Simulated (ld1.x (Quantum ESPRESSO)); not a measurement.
# How the rcutus of the p waves shapes a PAW potential for Cu, part 2 of 3

Aim: generate and test one potential in full, then change the rcutus of the p waves and see what happens to hardness, ghosts and transferability.

ld1.x (Quantum ESPRESSO) 7.5; first potential LDA (PZ), scalar-relativistic. Earlier steps stand in the parts before.

## 3. Testing the new file in other configurations

Contents of Cu.test.in:

```
 &input
   title='Cu', zed=29., rel=1, dft='PZ', iswitch=2,
   config='[Ar] 3d10 4s1 4p0'
 /
 &test
   file_pseudo='Cu.UPF', nconf=10,
   configts(1)='3s2 3p6 3d10 4s1 4p0',
   configts(2)='3s2 3p6 3d10 4s0 4p0',
   configts(3)='3s2 3p6 3d9 4s0 4p0',
   configts(4)='3s2 3p6 3d8 4s0 4p0',
   configts(5)='3s2 3p5 3d10 4s1 4p0',
   configts(6)='3s2 3p6 3d9 4s1 4p1',
   configts(7)='3s2 3p6 3d7 4s0 4p0',
   configts(8)='3s2 3p6 3d9 4s2 4p0',
   configts(9)='3s2 3p6 3d10 4s1 4p0', lsdts(9)=1,
   configts(10)='3s2 3p6 3d9 4s0 4p0', lsdts(10)=1
 /
```

Command:

```bash
$ ld1.x < Cu.test.in > Cu.test.out
```

Cu.test.out, the pseudopotential blocks:

```text
     ---------------------- Testing the pseudopotential ----------------------

     Cu
     scalar relativistic calculation

     atomic number is 29.00   valence charge is 19.00
     dft =SLA  PZ   NOGX NOGC   lsd =0 sic =0 latt =0  beta=0.20 tr2=1.0E-14
     mesh =1199 r(mesh) = 100.25372 xmin = -7.00 dx = 0.01250

     n l     nl             e AE (Ry)        e PS (Ry)    De AE-PS (Ry)
     1 0     3S   1( 2.00)       -8.38991       -8.38995        0.00004
     2 1     3P   1( 6.00)       -5.29424       -5.29429        0.00005
     3 2     3D   1(10.00)       -0.39133       -0.39138        0.00005
     2 0     4S   1( 1.00)       -0.35756       -0.35758        0.00002
     3 1     4P   1( 0.00)       -0.05769       -0.05772        0.00003

     eps = 4.6E-15  iter = 10

     Etot =   -3304.518170 Ry,   -1652.259085 Ha,  -44960.260135 eV
     Etotps =  -481.376032 Ry,    -240.688016 Ha,   -6549.454563 eV

     Ekin =     439.488424 Ry,     219.744212 Ha,    5979.544627 eV
     Encl =   -1144.295030 Ry,    -572.147515 Ha,  -15568.927024 eV
     Ehrt =     353.224804 Ry,     176.612402 Ha,    4805.868284 eV
     Ecxc =    -129.794229 Ry,     -64.897115 Ha,   -1765.940450 eV

     ---------------------- End of pseudopotential test ----------------------

     ---------------------- Testing the pseudopotential ----------------------

     Cu
     scalar relativistic calculation

     atomic number is 29.00   valence charge is 19.00
     dft =SLA  PZ   NOGX NOGC   lsd =0 sic =0 latt =0  beta=0.20 tr2=1.0E-14
     mesh =1199 r(mesh) = 100.25372 xmin = -7.00 dx = 0.01250

     n l     nl             e AE (Ry)        e PS (Ry)    De AE-PS (Ry)
     1 0     3S   1( 2.00)       -9.02829       -9.02821       -0.00009
     2 1     3P   1( 6.00)       -5.93481       -5.93482        0.00000
     3 2     3D   1(10.00)       -1.02947       -1.02949        0.00002
     2 0     4S   1( 0.00)       -0.89362       -0.89360       -0.00002
     3 1     4P   1( 0.00)       -0.48749       -0.48748       -0.00001

     eps = 3.9E-15  iter = 13

     Etot =   -3303.898252 Ry,   -1651.949126 Ha,  -44951.825730 eV
     Etotps =  -480.756037 Ry,    -240.378018 Ha,   -6541.019100 eV
     dEtot_ae =       0.619917 Ry
     dEtot_ps =       0.619995 Ry,   Delta E=      -0.000078 Ry

     Ekin =     438.795606 Ry,     219.397803 Ha,    5970.118355 eV
     Encl =   -1131.454997 Ry,    -565.727498 Ha,  -15394.229466 eV
     Ehrt =     341.365231 Ry,     170.682616 Ha,    4644.510580 eV
     Ecxc =    -129.461877 Ry,     -64.730938 Ha,   -1761.418569 eV

     ---------------------- End of pseudopotential test ----------------------

     ---------------------- Testing the pseudopotential ----------------------

     Cu
     scalar relativistic calculation

     atomic number is 29.00   valence charge is 19.00
     dft =SLA  PZ   NOGX NOGC   lsd =0 sic =0 latt =0  beta=0.20 tr2=1.0E-14
     mesh =1199 r(mesh) = 100.25372 xmin = -7.00 dx = 0.01250

     n l     nl             e AE (Ry)        e PS (Ry)    De AE-PS (Ry)
     1 0     3S   1( 2.00)      -10.27453      -10.27429       -0.00024
     2 1     3P   1( 6.00)       -7.17126       -7.17109       -0.00016
     3 2     3D   1( 9.00)       -2.20362       -2.20357       -0.00005
     2 0     4S   1( 0.00)       -1.65738       -1.65735       -0.00003
     3 1     4P   1( 0.00)       -1.13097       -1.13098        0.00001

     eps = 2.8E-15  iter =  9

     Etot =   -3302.304289 Ry,   -1651.152145 Ha,  -44930.138757 eV
     Etotps =  -479.161982 Ry,    -239.580991 Ha,   -6519.330889 eV
     dEtot_ae =       2.213880 Ry
     dEtot_ps =       2.214049 Ry,   Delta E=      -0.000169 Ry

     Ekin =     437.520648 Ry,     218.760324 Ha,    5952.771676 eV
     Encl =   -1108.253192 Ry,    -554.126596 Ha,  -15078.552833 eV
     Ehrt =     319.992443 Ry,     159.996222 Ha,    4353.718982 eV
     Ecxc =    -128.421882 Ry,     -64.210941 Ha,   -1747.268715 eV

     ---------------------- End of pseudopotential test ----------------------

     ---------------------- Testing the pseudopotential ----------------------

     Cu
     scalar relativistic calculation

     atomic number is 29.00   valence charge is 19.00
     dft =SLA  PZ   NOGX NOGC   lsd =0 sic =0 latt =0  beta=0.20 tr2=1.0E-14
     mesh =1199 r(mesh) = 100.25372 xmin = -7.00 dx = 0.01250

     n l     nl             e AE (Ry)        e PS (Ry)    De AE-PS (Ry)
     1 0     3S   1( 2.00)      -11.77128      -11.77066       -0.00062
     2 1     3P   1( 6.00)       -8.65268       -8.65214       -0.00055
     3 2     3D   1( 8.00)       -3.61951       -3.61924       -0.00028
     2 0     4S   1( 0.00)       -2.54486       -2.54468       -0.00018
     3 1     4P   1( 0.00)       -1.91208       -1.91218        0.00010

     eps = 3.6E-15  iter = 18

     Etot =   -3299.411094 Ry,   -1649.705547 Ha,  -44890.774829 eV
     Etotps =  -476.268739 Ry,    -238.134370 Ha,   -6479.966313 eV
     dEtot_ae =       5.107076 Ry
     dEtot_ps =       5.107292 Ry,   Delta E=      -0.000216 Ry

     Ekin =     435.123806 Ry,     217.561903 Ha,    5920.160977 eV
     Encl =   -1079.994224 Ry,    -539.997112 Ha,  -14694.069984 eV
     Ehrt =     295.670812 Ry,     147.835406 Ha,    4022.806333 eV
     Ecxc =    -127.069134 Ry,     -63.534567 Ha,   -1728.863638 eV

     ---------------------- End of pseudopotential test ----------------------

     ---------------------- Testing the pseudopotential ----------------------

     Cu
     scalar relativistic calculation

     atomic number is 29.00   valence charge is 19.00
     dft =SLA  PZ   NOGX NOGC   lsd =0 sic =0 latt =0  beta=0.20 tr2=1.0E-14
     mesh =1199 r(mesh) = 100.25372 xmin = -7.00 dx = 0.01250

     n l     nl             e AE (Ry)        e PS (Ry)    De AE-PS (Ry)
     1 0     3S   1( 2.00)       -9.55427       -9.55426       -0.00000
     2 1     3P   1( 5.00)       -6.44892       -6.44942        0.00050
     3 2     3D   1(10.00)       -1.47051       -1.47038       -0.00013
     2 0     4S   1( 1.00)       -1.03140       -1.03135       -0.00005
     3 1     4P   1( 0.00)       -0.58398       -0.58399        0.00002

     eps = 2.7E-15  iter = 13

     Etot =   -3298.677588 Ry,   -1649.338794 Ha,  -44880.794978 eV
     Etotps =  -475.532922 Ry,    -237.766461 Ha,   -6469.955002 eV
     dEtot_ae =       5.840581 Ry
     dEtot_ps =       5.843110 Ry,   Delta E=      -0.002529 Ry

     Ekin =     432.305033 Ry,     216.152517 Ha,    5881.809618 eV
     Encl =   -1112.060750 Ry,    -556.030375 Ha,  -15130.357294 eV
     Ehrt =     332.753364 Ry,     166.376682 Ha,    4527.340154 eV
     Ecxc =    -128.530569 Ry,     -64.265285 Ha,   -1748.747481 eV

     ---------------------- End of pseudopotential test ----------------------

     ---------------------- Testing the pseudopotential ----------------------

     Cu
     scalar relativistic calculation

     atomic number is 29.00   valence charge is 19.00
     dft =SLA  PZ   NOGX NOGC   lsd =0 sic =0 latt =0  beta=0.20 tr2=1.0E-14
     mesh =1199 r(mesh) = 100.25372 xmin = -7.00 dx = 0.01250

     n l     nl             e AE (Ry)        e PS (Ry)    De AE-PS (Ry)
     1 0     3S   1( 2.00)       -8.92991       -8.92988       -0.00003
     2 1     3P   1( 6.00)       -5.82548       -5.82534       -0.00014
     3 2     3D   1( 9.00)       -0.86955       -0.86947       -0.00008
     2 0     4S   1( 1.00)       -0.54219       -0.54220        0.00001
     3 1     4P   1( 1.00)       -0.16621       -0.16621       -0.00000

     eps = 6.5E-15  iter = 13

     Etot =   -3304.008496 Ry,   -1652.004248 Ha,  -44953.325676 eV
     Etotps =  -480.866375 Ry,    -240.433187 Ha,   -6542.520329 eV
     dEtot_ae =       0.509673 Ry
     dEtot_ps =       0.509657 Ry,   Delta E=       0.000016 Ry

     Ekin =     439.282964 Ry,     219.641482 Ha,    5976.749198 eV
     Encl =   -1134.951227 Ry,    -567.475614 Ha,  -15441.798105 eV
     Ehrt =     343.983756 Ry,     171.991878 Ha,    4680.137428 eV
     Ecxc =    -129.181868 Ry,     -64.590934 Ha,   -1757.608850 eV

     ---------------------- End of pseudopotential test ----------------------

     ---------------------- Testing the pseudopotential ----------------------

     Cu
     scalar relativistic calculation

     atomic number is 29.00   valence charge is 19.00
     dft =SLA  PZ   NOGX NOGC   lsd =0 sic =0 latt =0  beta=0.20 tr2=1.0E-14
     mesh =1199 r(mesh) = 100.25372 xmin = -7.00 dx = 0.01250

     n l     nl             e AE (Ry)        e PS (Ry)    De AE-PS (Ry)
     1 0     3S   1( 2.00)      -13.46616      -13.46501       -0.00115
     2 1     3P   1( 6.00)      -10.32851      -10.32726       -0.00125
     3 2     3D   1( 7.00)       -5.23669       -5.23583       -0.00085
     2 0     4S   1( 0.00)       -3.53710       -3.53656       -0.00054
     3 1     4P   1( 0.00)       -2.80922       -2.80959        0.00037

     eps = 6.0E-15  iter = 13

     Etot =   -3294.998900 Ry,   -1647.499450 Ha,  -44830.743872 eV
     Etotps =  -471.856751 Ry,    -235.928375 Ha,   -6419.938148 eV
     dEtot_ae =       9.519270 Ry
     dEtot_ps =       9.519281 Ry,   Delta E=      -0.000011 Ry

     Ekin =     431.362316 Ry,     215.681158 Ha,    5868.983293 eV
     Encl =   -1047.383465 Ry,    -523.691733 Ha,  -14250.378008 eV
     Ehrt =     269.619909 Ry,     134.809954 Ha,    3668.365741 eV
     Ecxc =    -125.455510 Ry,     -62.727755 Ha,   -1706.909174 eV

     ---------------------- End of pseudopotential test ----------------------

     ---------------------- Testing the pseudopotential ----------------------

     Cu
     scalar relativistic calculation

     atomic number is 29.00   valence charge is 19.00
     dft =SLA  PZ   NOGX NOGC   lsd =0 sic =0 latt =0  beta=0.20 tr2=1.0E-14
     mesh =1199 r(mesh) = 100.25372 xmin = -7.00 dx = 0.01250

     n l     nl             e AE (Ry)        e PS (Ry)    De AE-PS (Ry)
     1 0     3S   1( 2.00)       -8.77663       -8.77676        0.00013
     2 1     3P   1( 6.00)       -5.67190       -5.67180       -0.00010
     3 2     3D   1( 9.00)       -0.71965       -0.71953       -0.00012
     2 0     4S   1( 2.00)       -0.44448       -0.44451        0.00003
     3 1     4P   1( 0.00)       -0.09477       -0.09477       -0.00001

     eps = 2.1E-15  iter = 13

     Etot =   -3304.370942 Ry,   -1652.185471 Ha,  -44958.256995 eV
     Etotps =  -481.228889 Ry,    -240.614444 Ha,   -6547.452581 eV
     dEtot_ae =       0.147228 Ry
     dEtot_ps =       0.147143 Ry,   Delta E=       0.000085 Ry

     Ekin =     439.676454 Ry,     219.838227 Ha,    5982.102911 eV
     Encl =   -1138.370961 Ry,    -569.185481 Ha,  -15488.325961 eV
     Ehrt =     346.782999 Ry,     173.391500 Ha,    4718.223071 eV
     Ecxc =    -129.317381 Ry,     -64.658690 Ha,   -1759.452601 eV

     ---------------------- End of pseudopotential test ----------------------

     ---------------------- Testing the pseudopotential ----------------------

     Cu
     scalar relativistic calculation

     atomic number is 29.00   valence charge is 19.00
     dft =SLA  PZ   NOGX NOGC   lsd =1 sic =0 latt =0  beta=0.20 tr2=1.0E-14
     mesh =1199 r(mesh) = 100.25372 xmin = -7.00 dx = 0.01250

     n l     nl             e AE (Ry)        e PS (Ry)    De AE-PS (Ry)
     1 0     3S   1( 1.00)       -8.38455       -8.38462        0.00007
     2 1     3P   1( 3.00)       -5.28949       -5.28953        0.00004
     3 2     3D   1( 5.00)       -0.39215       -0.39217        0.00002
     2 0     4S   1( 1.00)       -0.37955       -0.37957        0.00003
     3 1     4P   1( 0.00)       -0.07165       -0.07167        0.00003
     1 0     3S   2( 1.00)       -8.38607       -8.38605       -0.00002
     2 1     3P   2( 3.00)       -5.28985       -5.28989        0.00003
     3 2     3D   2( 5.00)       -0.38135       -0.38141        0.00006
     2 0     4S   2( 0.00)       -0.32405       -0.32406        0.00001
     3 1     4P   2( 0.00)       -0.03555       -0.03560        0.00005

     eps = 6.1E-15  iter = 12

     Etot =   -3304.531666 Ry,   -1652.265833 Ha,  -44960.443764 eV
     Etotps =  -481.389533 Ry,    -240.694767 Ha,   -6549.638263 eV
     dEtot_ae =      -0.013496 Ry
     dEtot_ps =      -0.013502 Ry,   Delta E=       0.000005 Ry

     Ekin =     439.505402 Ry,     219.752701 Ha,    5979.775620 eV
     Encl =   -1144.388198 Ry,    -572.194099 Ha,  -15570.194638 eV
     Ehrt =     353.307023 Ry,     176.653511 Ha,    4806.986933 eV
     Ecxc =    -129.813760 Ry,     -64.906880 Ha,   -1766.206177 eV

     ---------------------- End of pseudopotential test ----------------------

     ---------------------- Testing the pseudopotential ----------------------

     Cu
     scalar relativistic calculation

     atomic number is 29.00   valence charge is 19.00
     dft =SLA  PZ   NOGX NOGC   lsd =1 sic =0 latt =0  beta=0.20 tr2=1.0E-14
     mesh =1199 r(mesh) = 100.25372 xmin = -7.00 dx = 0.01250

     n l     nl             e AE (Ry)        e PS (Ry)    De AE-PS (Ry)
     1 0     3S   1( 1.00)      -10.31251      -10.31216       -0.00035
     2 1     3P   1( 3.00)       -7.20826       -7.20808       -0.00018
     3 2     3D   1( 5.00)       -2.23742       -2.23737       -0.00004
     2 0     4S   1( 0.00)       -1.66652       -1.66644       -0.00008
     3 1     4P   1( 0.00)       -1.13700       -1.13700       -0.00001
     1 0     3S   2( 1.00)      -10.23221      -10.23211       -0.00010
     2 1     3P   2( 3.00)       -7.13006       -7.12992       -0.00014
     3 2     3D   2( 4.00)       -2.16622       -2.16616       -0.00005
     2 0     4S   2( 0.00)       -1.64734       -1.64736        0.00002
     3 1     4P   2( 0.00)       -1.12431       -1.12434        0.00003

     eps = 7.9E-15  iter = 14

     Etot =   -3302.322088 Ry,   -1651.161044 Ha,  -44930.380917 eV
     Etotps =  -479.179785 Ry,    -239.589892 Ha,   -6519.573103 eV
     dEtot_ae =       2.196082 Ry
     dEtot_ps =       2.196247 Ry,   Delta E=      -0.000165 Ry

     Ekin =     437.535434 Ry,     218.767717 Ha,    5952.972844 eV
     Encl =   -1108.288823 Ry,    -554.144412 Ha,  -15079.037618 eV
     Ehrt =     320.016430 Ry,     160.008215 Ha,    4354.045343 eV
     Ecxc =    -128.442826 Ry,     -64.221413 Ha,   -1747.553672 eV

     ---------------------- End of pseudopotential test ----------------------
```

Excitation and ionisation energies from 3s2 3p6 3d10 4s1 4p0, with the error of the potential. Spin-polarised rows fill open shells by Hund's rule and count from the unpolarised reference.

| valence configuration | charge | ΔE all-electron (eV) | error AE − PS (meV) |
| --- | --- | --- | --- |
| 3s2 3p6 3d10 4s0 4p0 | +1 | 8.434 | -1.1 |
| 3s2 3p6 3d9 4s0 4p0 | +2 | 30.121 | -2.3 |
| 3s2 3p6 3d8 4s0 4p0 | +3 | 69.485 | -2.9 |
| 3s2 3p5 3d10 4s1 4p0 | +1 | 79.465 | -34 |
| 3s2 3p6 3d9 4s1 4p1 | 0 | 6.934 | +0.2 |
| 3s2 3p6 3d7 4s0 4p0 | +4 | 129.516 | -0.1 |
| 3s2 3p6 3d9 4s2 4p0 | 0 | 2.003 | +1.2 |
| 3s2 3p6 3d10 4s1 4p0 (spin-polarised) | 0 | -0.184 | +0.1 |
| 3s2 3p6 3d9 4s0 4p0 (spin-polarised) | +2 | 29.879 | -2.2 |

## 4. Logarithmic derivatives

Taken from the files of the generation run. The phase is arctan(r·u′/u) with u = r·R, unwrapped, with energies in Ry. A pole is an energy at which the radial function vanishes at the test radius. The pseudo phase is shifted by a multiple of π to meet the all-electron one at the reference energy. Levels narrower than the energy grid can be missing from the poles. Left out: p, where the overlap operator is not positive , so their phases aren't trusted. The last column is the largest difference on the grid between −1 and +1 Ry.

| channel | radius (bohr) | reference (Ry) | poles AE | poles PS | window around the reference with phases within 0.05 rad (Ry) | largest difference near zero (rad) |
| --- | --- | --- | --- | --- | --- | --- |
| s | 1.30 | -0.36 | -7.45 | -7.45 | the whole range | 0.000 |
| d | 1.30 | -0.39 | 1.34 | 1.34 | the whole range | 0.000 |

Phases (rad) along the scan:

```tsv
E (Ry)	d AE	d PS	s AE	s PS
-10.00	1.330	1.330	0.960	0.960
-9.52	1.323	1.323	0.649	0.649
-9.04	1.317	1.317	-0.255	-0.255
-8.56	1.309	1.309	-1.123	-1.123
-8.08	1.301	1.301	-1.419	-1.419
-7.60	1.292	1.292	-1.546	-1.546
-7.12	1.282	1.282	-1.616	-1.616
-6.64	1.270	1.270	-1.662	-1.661
-6.16	1.257	1.257	-1.695	-1.695
-5.68	1.242	1.242	-1.722	-1.722
-5.20	1.224	1.224	-1.745	-1.744
-4.72	1.203	1.203	-1.765	-1.765
-4.24	1.177	1.177	-1.784	-1.783
-3.76	1.143	1.143	-1.802	-1.801
-3.28	1.099	1.099	-1.819	-1.819
-2.80	1.038	1.038	-1.837	-1.837
-2.32	0.944	0.944	-1.856	-1.856
-1.84	0.788	0.787	-1.877	-1.876
-1.36	0.486	0.486	-1.898	-1.898
-0.88	-0.108	-0.108	-1.922	-1.922
-0.40	-0.804	-0.804	-1.948	-1.948
0.08	-1.202	-1.202	-1.978	-1.978
0.56	-1.403	-1.403	-2.012	-2.012
1.04	-1.520	-1.520	-2.052	-2.052
1.52	-1.597	-1.597	-2.099	-2.099
2.00	-1.654	-1.654	-2.156	-2.156
2.48	-1.700	-1.700	-2.227	-2.226
2.96	-1.739	-1.740	-2.314	-2.313
3.44	-1.776	-1.776	-2.425	-2.423
3.92	-1.811	-1.812	-2.566	-2.562
4.40	-1.847	-1.848	-2.745	-2.739
4.88	-1.885	-1.886	-2.963	-2.953
```

## 5. Cutoff and ghost test in a Bessel basis

A separate test, outside the generator: the pseudo-atom's Hamiltonian at the reference potential is diagonalised in spherical Bessel functions j_l(qr) that vanish at 20 bohr, with q² up to the cutoff.

No cutoffs are read. The overlap operator is not positive in p (lowest eigenvalue -0.454), so the test is not defined there. The ghost test is not conclusive.

[end of part 2 of 3]
